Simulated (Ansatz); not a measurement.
# CH₄AlBSi (SMILES B[Si]1=[CH][AlH]1): single points off equilibrium

The atoms stand at a frame of a short trajectory. How far do the functionals agree with CCSD(T) there?

Computed with Ansatz 0.2.0, Gaussian basis. Level: single points in def2-TZVPP.

Cores are frozen in the correlated methods.

**1. The starting structure**

SMILES `B[Si]1=[CH][AlH]1`, 8 atoms, charge 0, spin multiplicity 1.

Atoms are counted from 1 here; the program's logs count them from 0.

Bond lengths: B1–Si2 1.979 Å, B1–H5 1.212 Å, B1–H6 1.176 Å, Si2–C3 1.701 Å, Si2–Al4 2.329 Å, C3–Al4 1.826 Å, C3–H7 1.093 Å, Al4–H8 1.620 Å. Angles: Si2–B1–H5 121.0°, Si2–B1–H6 110.7°, H5–B1–H6 124.1°, B1–Si2–C3 155.6°, B1–Si2–Al4 151.5°, C3–Si2–Al4 51.0°, Si2–C3–Al4 82.6°, Si2–C3–H7 132.0°, Al4–C3–H7 145.0°, Si2–Al4–C3 46.4°, Si2–Al4–H8 151.4°, C3–Al4–H8 162.2°.

Coordinates:

```mol
CH4AlBSi
  3D, bonds by distance, orders not assigned

  8  8  0  0  0  0  0  0  0  0999 V2000
   -0.4834    2.0942   -0.2828 B   0  0
    0.1909    0.2507   -0.0332 Si  0  0
    1.0357   -0.9961    0.7567 C   0  0
    0.0067   -2.0536   -0.3196 Al  0  0
   -1.6731    2.3239   -0.3206 H   0  0
    0.3348    2.7710   -0.7887 H   0  0
    1.7433   -0.9860    1.5898 H   0  0
   -0.6652   -3.3501   -1.0218 H   0  0
  1  2  8  0
  1  5  8  0
  1  6  8  0
  2  3  8  0
  2  4  8  0
  3  4  8  0
  3  7  8  0
  4  8  8  0
M  END
```

**2. PBE-D4/def2-TZVPP**

Input file run/in.yaml:

```yaml
crystal:
  periodic: [false, false, false]
  atoms:
    - {symbol: B, position_ang: [-0.483383, 2.094163, -0.282846]}
    - {symbol: Si, position_ang: [0.190858, 0.250663, -0.033187]}
    - {symbol: C, position_ang: [1.035668, -0.996143, 0.756652]}
    - {symbol: Al, position_ang: [0.006677, -2.053580, -0.319630]}
    - {symbol: H, position_ang: [-1.673084, 2.323941, -0.320589]}
    - {symbol: H, position_ang: [0.334785, 2.770966, -0.788669]}
    - {symbol: H, position_ang: [1.743264, -0.986019, 1.589759]}
    - {symbol: H, position_ang: [-0.665171, -3.350112, -1.021769]}
basis:
  gaussian: {orbitals: def2-TZVPP}
hamiltonian: {xc: pbe, dispersion: d4}
output: {forces: true}
```

Started as:

```console
$ ansatz run in.yaml --threads 2 --pin off --events-out ev --progress --plain --max-ram 3481MiB
```

**3. r2SCAN-D4/def2-TZVPP**

run/in.yaml, as its differences from that of step 2:

```diff
@@ -13,3 +13,3 @@
   gaussian: {orbitals: def2-TZVPP}
-hamiltonian: {xc: pbe, dispersion: d4}
+hamiltonian: {xc: r2scan, dispersion: d4}
 output: {forces: true}
```

**4. PBE0-D4/def2-TZVPP**

run/in.yaml, as its differences from that of step 3:

```diff
@@ -13,3 +13,3 @@
   gaussian: {orbitals: def2-TZVPP}
-hamiltonian: {xc: r2scan, dispersion: d4}
-output: {forces: true}
+hamiltonian: {xc: pbe0, dispersion: d4}
+output: {forces: true, orbitals: {seedname: orbitals}}
```

**5. wB97M-V/def2-TZVPP**

run/in.yaml, as its differences from that of step 4:

```diff
@@ -13,3 +13,3 @@
   gaussian: {orbitals: def2-TZVPP}
-hamiltonian: {xc: pbe0, dispersion: d4}
-output: {forces: true, orbitals: {seedname: orbitals}}
+hamiltonian: {xc: {name: wB97M-V}}
+output: {forces: true}
```

**6. CCSD(T)/def2-TZVPP**

run/in.yaml, as its differences from that of step 5:

```diff
@@ -13,3 +13,3 @@
   gaussian: {orbitals: def2-TZVPP}
-hamiltonian: {xc: {name: wB97M-V}}
+correlation: {method: ccsd_t}
 output: {forces: true}
```

(Steps that only read results are left out.)

Q: Predict the outcome of this session. Wanted: energy less free atoms, CCSD(T)/def2-TZVPP; RMS force component; RMS force error; HOMO and LUMO, PBE0-D4; T1 diagnostic.

The runs gave:

| quantity | value |
| --- | --- |
| energy less free atoms, CCSD(T)/def2-TZVPP | -2394.4 kJ/mol |
| RMS force component | 0.802 to 0.948 eV/Å over the methods |
| RMS force error | PBE-D4 0.172, r2SCAN-D4 0.143, PBE0-D4 0.166, wB97M-V 0.187 eV/Å |
| HOMO and LUMO, PBE0-D4 | -5.87 and -2.66 eV |
| T1 diagnostic | 0.024 |

Against CCSD(T) the functionals' energies less atoms differ by -135.7 to -78.0 kJ/mol, PBE-D4 by -135.7 kJ/mol. CCSD(T) in triple zeta still lacks some correlation energy of the bonds, so part of these gaps is its own basis error and they don't rank the functionals. The forces of r2SCAN-D4 come nearest to CCSD(T), those of wB97M-V are farthest. Frozen-core CCSD(T) forces in triple zeta carry basis errors of their own, and this is one geometry, so small gaps rank nothing. The restricted Hartree–Fock reference is unstable towards an unrestricted one at one or more of these structures.
